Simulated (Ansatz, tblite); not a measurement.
# The cluster Sb5As+: rung by rung

The task here is to estimate one member of a computed series from the others.

The runs use Ansatz 0.2.0, Gaussian basis; as each input shows.

The runs, in order: GFN1-xTB, PBE-D4/def2-TZVP, r2SCAN-D4/def2-TZVP, revPBE-D4/def2-TZVP, ωB97M-V/def2-TZVP, PBE-D4/def2-SVP, PBE0-D4/def2-SVP, MP2/def2-TZVP, RPA/def2-TZVP.

3 further runs of the same task are left out: 3 set aside as unsound or not needed.

## The structure

The geometry is that of the doublet, from an earlier relaxation (PBE-D4/def2-SVP). At that level it is the lowest of the isomers that a small search found.

6 atoms, charge 1, spin multiplicity 2.

Bond lengths: As1–Sb2 2.806 Å, As1–Sb5 2.450 Å, Sb2–Sb3 2.867 Å, Sb2–Sb4 3.060 Å, Sb3–Sb4 2.859 Å, Sb3–Sb6 2.909 Å, Sb4–Sb5 3.138 Å, Sb4–Sb6 2.883 Å. Angles: Sb2–As1–Sb5 74.5°, As1–Sb2–Sb3 104.4°, As1–Sb2–Sb4 101.9°, Sb3–Sb2–Sb4 57.6°, Sb2–Sb3–Sb4 64.6°, Sb2–Sb3–Sb6 65.9°, Sb4–Sb3–Sb6 60.0°, Sb2–Sb4–Sb3 57.8°, Sb2–Sb4–Sb5 62.0°, Sb2–Sb4–Sb6 63.7°, Sb3–Sb4–Sb5 99.5°, Sb3–Sb4–Sb6 60.9°, Sb5–Sb4–Sb6 124.0°, As1–Sb5–Sb4 108.7° and more.

Sb takes a core potential in the def2 sets. No spin-orbit coupling is included. The ion is computed in the gas phase, without counter-ions or solvent.

PBE0-D4/def2-TZVP was run before; its log isn't repeated, and its numbers join the tables.

The first run:

Tight binding, by tblite at 300 K electronic temperature and without a spin-polarisation term:

```python
tblite.interface.Calculator('GFN1-xTB', numbers, positions, charge=1, uhf=1).singlepoint()
```

start.molden holds the orbitals of an earlier run on this state, given as this run's starting guess.

File in.yaml:

```yaml
crystal:
  periodic: [false, false, false]
  atoms:
    - {symbol: As, position_ang: [-2.216004, 2.001632, -0.018253]}
    - {symbol: Sb, position_ang: [-0.408175, 0.233168, -1.234792]}
    - {symbol: Sb, position_ang: [-0.596989, -2.165610, 0.324211]}
    - {symbol: Sb, position_ang: [1.512710, -0.383444, 1.065446]}
    - {symbol: Sb, position_ang: [-0.096437, 2.308513, 1.171230]}
    - {symbol: Sb, position_ang: [1.804895, -1.994250, -1.307842]}
basis:
  gaussian: {orbitals: def2-TZVP, initial_orbitals: start.molden}
total_charge: 1
magnetization: {spin_polarized: true, initial_magnetization: 1}
hamiltonian: {xc: pbe, dispersion: d4}
scf: {omitted_lower_state_checks: [starts]}
output: {orbitals: {seedname: orbitals}}
```

Started as:

```
$ ansatz run in.yaml --threads 6 --pin off --events-out ev --progress --plain --max-ram 7833MiB
```

Steps of the session up to this table: PBE-D4/def2-TZVP; r2SCAN-D4/def2-TZVP; revPBE-D4/def2-TZVP; ωB97M-V/def2-TZVP; PBE-D4/def2-SVP; PBE0-D4/def2-SVP; MP2/def2-TZVP; RPA/def2-TZVP.

One of the session's tables, all rows but one given; the rest of the session is left out.

```
              level  HOMO (eV)  LUMO (eV)  gap (eV)
    PBE-D4/def2-SVP      -8.78      -8.04      0.74
   PBE-D4/def2-TZVP      -8.72      -7.97      0.75
revPBE-D4/def2-TZVP      -8.67      -7.86      0.81
r2SCAN-D4/def2-TZVP      -9.07      -7.94      1.12
   PBE0-D4/def2-SVP      -9.68      -7.42      2.27
  PBE0-D4/def2-TZVP          ?          ?         ?
  ωB97M-V/def2-TZVP     -11.24      -5.64      5.60
```

Q: Estimate the row for PBE0-D4/def2-TZVP from the others.

The run gave: HOMO (eV): -9.59; LUMO (eV): -7.34; gap (eV): 2.25. In the column «HOMO (eV)» it lies between PBE0-D4/def2-SVP (-9.68) and r2SCAN-D4/def2-TZVP (-9.07).
